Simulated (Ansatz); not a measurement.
# CH₇FO₃Si₂: a ladder of functionals and wavefunction methods

One table from this session's results is given with a row withheld; the runs are named, their logs left out.

Method: functionals in def2-TZVPP, the program's frozen cores in correlated methods; program: Ansatz 0.2.0, Gaussian basis.

Levels to be run: PBE-D4, r2SCAN-D4, PBE0-D4, B3LYP-D4, ωB97X-V, ωB97M-V, B2PLYP; CCSD(T)/def2-TZVPP; MP2/def2-QZVPP; extrapolation to the limit.

## The geometry

All runs share one geometry, relaxed beforehand with PBE0-D4 in a triple-zeta def2 set.

SMILES `CO[SiH2][Si](O)(O)F`, 14 atoms, charge 0, spin multiplicity 1.

Atoms are counted from 1 here; the program's logs count them from 0.

Bond lengths: C1–O2 1.410 Å, C1–H8 1.091 Å, C1–H9 1.096 Å, C1–H10 1.096 Å, O2–Si3 1.651 Å, Si3–Si4 2.335 Å, Si3–H11 1.492 Å, Si3–H12 1.492 Å, Si4–O5 1.635 Å, Si4–O6 1.625 Å, Si4–F7 1.601 Å, O5–H13 0.959 Å, O6–H14 0.959 Å. Angles: O2–C1–H8 108.4°, O2–C1–H9 111.3°, O2–C1–H10 111.4°, H8–C1–H9 108.6°, H8–C1–H10 108.5°, H9–C1–H10 108.6°, C1–O2–Si3 122.3°, O2–Si3–Si4 103.6°, O2–Si3–H11 110.8°, O2–Si3–H12 110.6°, Si4–Si3–H11 112.9°, Si4–Si3–H12 111.7°, H11–Si3–H12 107.3°, Si3–Si4–O5 113.6°, Si3–Si4–O6 109.1°, Si3–Si4–F7 108.4°, O5–Si4–O6 107.7°, O5–Si4–F7 107.6° and more.

The first run:

Input file in.yaml:

```yaml
crystal:
  periodic: [false, false, false]
  atoms:
    - {symbol: C, position_ang: [0.449397, 2.074779, 1.672831]}
    - {symbol: O, position_ang: [0.143433, 0.840568, 1.064304]}
    - {symbol: Si, position_ang: [0.009504, 0.672475, -0.572408]}
    - {symbol: Si, position_ang: [-0.527720, -1.582152, -0.852088]}
    - {symbol: O, position_ang: [0.439923, -2.595693, -0.009244]}
    - {symbol: O, position_ang: [-0.397780, -1.967855, -2.425143]}
    - {symbol: F, position_ang: [-2.027802, -1.810723, -0.342641]}
    - {symbol: H, position_ang: [0.469498, 1.929510, 2.754156]}
    - {symbol: H, position_ang: [1.430007, 2.445400, 1.352226]}
    - {symbol: H, position_ang: [-0.305497, 2.833813, 1.437392]}
    - {symbol: H, position_ang: [-1.034085, 1.590618, -1.114582]}
    - {symbol: H, position_ang: [1.296536, 1.020314, -1.242381]}
    - {symbol: H, position_ang: [0.399284, -2.557144, 0.948030]}
    - {symbol: H, position_ang: [-0.344708, -2.893890, -2.670441]}
basis:
  gaussian: {orbitals: def2-TZVPP}
hamiltonian: {xc: pbe, dispersion: d4}
output: {forces: true, orbitals: {seedname: orbitals}}
```

On the command line:

```console
> ansatz run in.yaml --threads 2 --pin off --events-out ev --progress --plain --max-ram 22528MiB --backend cuda --devices 0, --max-vram 18GiB
```

Among the steps run: PBE-D4 (GGA); r2SCAN-D4 (meta-GGA); PBE0-D4 (hybrid); B3LYP-D4 (hybrid); ωB97X-V (range-separated); ωB97M-V (range-separated); B2PLYP (double hybrid); CCSD(T) in def2-TZVPP; MP2 in def2-QZVPP.

One of the session's tables, all rows but one given; the rest of the session is left out.

It belongs to the step «Atomisation energies». 

| method | atomisation energy (eV) |
| --- | --- |
| PBE-D4 | 56.846 |
| r2SCAN-D4 | 56.310 |
| PBE0-D4 | 55.677 |
| B3LYP-D4 | 56.008 |
| ωB97X-V | 56.443 |
| ωB97M-V | 56.363 |
| B2PLYP | 55.589 |
| HF/def2-TZVPP | 40.643 |
| MP2/def2-TZVPP | 56.172 |
| CCSD/def2-TZVPP | 54.031 |
| CCSD(T)/def2-TZVPP | ? |
| MP2/CBS | 57.887 |
| CCSD(T)/CBS | 56.551 |

Q: Estimate the row for CCSD(T)/def2-TZVPP from the others.

As computed: atomisation energy (eV): 54.836. In the column «atomisation energy (eV)» it lies between CCSD/def2-TZVPP (54.031) and B2PLYP (55.589).
